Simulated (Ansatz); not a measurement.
**Molecular dynamics of Mg2CrWO6**

The input (input.yaml):

```yaml
accuracy: low
crystal:
  lattice:
    - [5.289662, 0.0, 0.0]
    - [-2.619749, 4.996737, 0.0]
    - [-0.026327, -2.822185, 8.721085]
  atoms:
    - { symbol: Mg, position: [0.57026597, 0.12629308, 0.84642629] }
    - { symbol: Mg, position: [0.06848504, 0.12690006, 0.35071727] }
    - { symbol: Mg, position: [0.82901093, 0.6604528, 0.60194337] }
    - { symbol: Mg, position: [0.3404883, 0.65325338, 0.10497508] }
    - { symbol: Cr, position: [0.27064634, 0.53386866, 0.75086784], spin: 1.5 }
    - { symbol: Cr, position: [0.77842886, 0.54338387, 0.25546809], spin: 1.5 }
    - { symbol: W, position: [0.51937917, 0.02850895, 0.50211564] }
    - { symbol: W, position: [0.02301792, 0.02827189, 0.00323714] }
    - { symbol: O, position: [0.71703834, 0.8233465, 0.45817893] }
    - { symbol: O, position: [0.21322145, 0.81200721, 0.95515515] }
    - { symbol: O, position: [0.26232242, 0.81651152, 0.6203827] }
    - { symbol: O, position: [0.77150052, 0.81967052, 0.12063956] }
    - { symbol: O, position: [0.24798507, 0.81622766, 0.31867009] }
    - { symbol: O, position: [0.77188309, 0.83274933, 0.818394] }
    - { symbol: O, position: [0.35785, 0.28673479, 0.5521742] }
    - { symbol: O, position: [0.85077465, 0.2793047, 0.0429874] }
    - { symbol: O, position: [0.81159445, 0.27961505, 0.69147278] }
    - { symbol: O, position: [0.30002043, 0.28066454, 0.19243349] }
    - { symbol: O, position: [0.7806996, 0.27717948, 0.38893447] }
    - { symbol: O, position: [0.29963724, 0.28083982, 0.90054633] }
magnetization:
  spin_polarized: true
basis:
  ecutwfc: 420.0
kpoints:
  mp_grid: { grid: [2, 2, 1] }
hamiltonian:
  xc: pbesol
scf:
  occupations: { method: fermi_dirac, width: 0.05 }
  lower_state_search: "off"
md:
  timestep: 1
  n_steps: 400
  ensemble: nvt_langevin
  temperature: 1120.0
  initial_velocities: maxwell_boltzmann
  seed: 916785
  friction: 0.01
```

Run as:

```bash
$ ansatz run input.yaml --threads 2 --pin off --max-ram 5120MiB --backend cpu --events-out ev --progress --plain --runs-dir out
```

It goes on from the last frame of an earlier run, with new velocities.

Output, in part (step lines):

```
md step     0: t =     0.00 fs  T =  1064.0 K  F+E_penalty+E_count = -41602.39616921 eV  E_kin = 2.750653 eV  (24 SCF iters)
md step     1: t =     1.00 fs  T =  1079.2 K  F+E_penalty+E_count = -41602.39384356 eV  E_kin = 2.789957 eV  (14 SCF iters)
md step     2: t =     2.00 fs  T =  1097.0 K  F+E_penalty+E_count = -41602.38095851 eV  E_kin = 2.835843 eV  (14 SCF iters)
md step     3: t =     3.00 fs  T =  1035.5 K  F+E_penalty+E_count = -41602.35771933 eV  E_kin = 2.676932 eV  (12 SCF iters)
md step     4: t =     4.00 fs  T =  1020.1 K  F+E_penalty+E_count = -41602.31782333 eV  E_kin = 2.637268 eV  (11 SCF iters)
md step     5: t =     5.00 fs  T =   996.7 K  F+E_penalty+E_count = -41602.26412959 eV  E_kin = 2.576553 eV  (10 SCF iters)
md step     6: t =     6.00 fs  T =   979.3 K  F+E_penalty+E_count = -41602.20628021 eV  E_kin = 2.531648 eV  (10 SCF iters)
md step     7: t =     7.00 fs  T =   942.4 K  F+E_penalty+E_count = -41602.15066766 eV  E_kin = 2.436329 eV  (10 SCF iters)
[... lines left out ...]
md step   400: t =   400.00 fs  T =   992.6 K  F+E_penalty+E_count = -41600.86241010 eV  E_kin = 2.566132 eV  (13 SCF iters)
```

The steps, from the saved trajectory:

```
time (fs)  T (K)  potential energy less start (eV)
        0   1064                             0.000
       13    740                             0.592
       26   1034                             0.562
       39    756                             0.959
       52    873                             0.835
       65    674                             1.143
       78    788                             1.202
       91    983                             0.842
      104   1186                             0.636
      117    999                             0.926
      130    748                             1.615
      143   1363                             0.713
      156   1135                             1.504
      169   1214                             1.449
      182    905                             1.937
      195   1225                             1.487
      208   1273                             1.526
      221   1161                             2.169
      234   1094                             2.221
      247   1276                             1.799
      260   1309                             0.995
      273    942                             1.725
      286   1197                             1.347
      299   1441                             1.261
      312   1167                             1.523
      325   1136                             1.373
      338   1181                             1.660
      351    933                             1.851
      364   1415                             0.784
      377   1427                             1.182
      390   1233                             1.237
```

All steps were run. A run of 0.4 ps of so small a system gives no equilibrium averages. No Hubbard correction was used and the magnetic state wasn't searched. Limits of this set-up: coarse k mesh, low accuracy level.

Mean squared displacements from the first frame to the last, about the centre of mass: Mg 0.10 Å², Cr 0.02 Å², W 0.03 Å², O 0.10 Å².

Last frame:

```xyz
20
Lattice="5.2897 0.0000 0.0000 -2.6197 4.9967 0.0000 -0.0263 -2.8222 8.7211" Properties=species:S:1:pos:R:3
Mg 2.539 -1.588 7.669
Mg -0.424 -0.403 3.183
Mg 2.749 1.366 5.562
Mg -0.151 2.606 1.254
Cr 0.076 0.477 6.774
Cr 2.557 1.774 2.552
W 2.399 -1.377 4.562
W 0.066 -0.102 0.229
O 1.639 2.858 4.223
O -0.924 0.963 8.389
O -0.808 2.427 5.929
O 2.087 3.325 1.337
O -0.995 2.744 3.022
O 1.704 1.965 7.159
O 1.090 0.035 4.918
O 3.814 1.038 0.916
O 3.445 -0.533 6.104
O 0.872 0.811 1.988
O 3.011 0.218 3.449
O 0.821 -1.159 8.137
```

Time of the run: 26 min on 2 threads of Intel(R) Xeon(R) Gold 6455B (Sapphire Rapids), on a shared host, peak memory 1.2 GiB.
